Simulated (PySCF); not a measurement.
# CuF3 (CuF3): the cost of one run

Programs: PySCF 2.14.0, with routines of our own; each step states its level. All values are computed. Atoms count from 0.

## 1. The starting structure

4 atoms, charge 0, states of the metal's open shell are computed; geometry from: model geometry, bond lengths from ionic radii.

## 2. Ligand-field states: state-averaged CASSCF

Job settings and geometry (Å):

```
{"job": {"kind": "lf", "basis": {"metal": "x2c-TZVPall", "ligand": "x2c-SVPall"}, "nevpt": true}, "charge": 0, "metal": "Cu", "open_shell": "d8"}
Cu     0.000000     0.000000     0.000000
F      1.660000     0.000000     0.000000
F     -0.830000     1.437602     0.000000
F     -0.830000    -1.437602     0.000000
```

With the program's defaults for keys left out, this is: state-averaged CASSCF of the metal d shell, SC-NEVPT2 on the averaged canonical orbitals, state-interaction spin-orbit coupling.

Started as:

```
$ OMP_NUM_THREADS=1 python lf_run.py task.json out
```

The driver reads the jobs from task.json and runs them one after another.

Q: Estimate the wall time and peak memory of this first job on 1 thread of Arm Neoverse V2, shared host.

About 3.3 s, with a peak of 0.26 GiB.
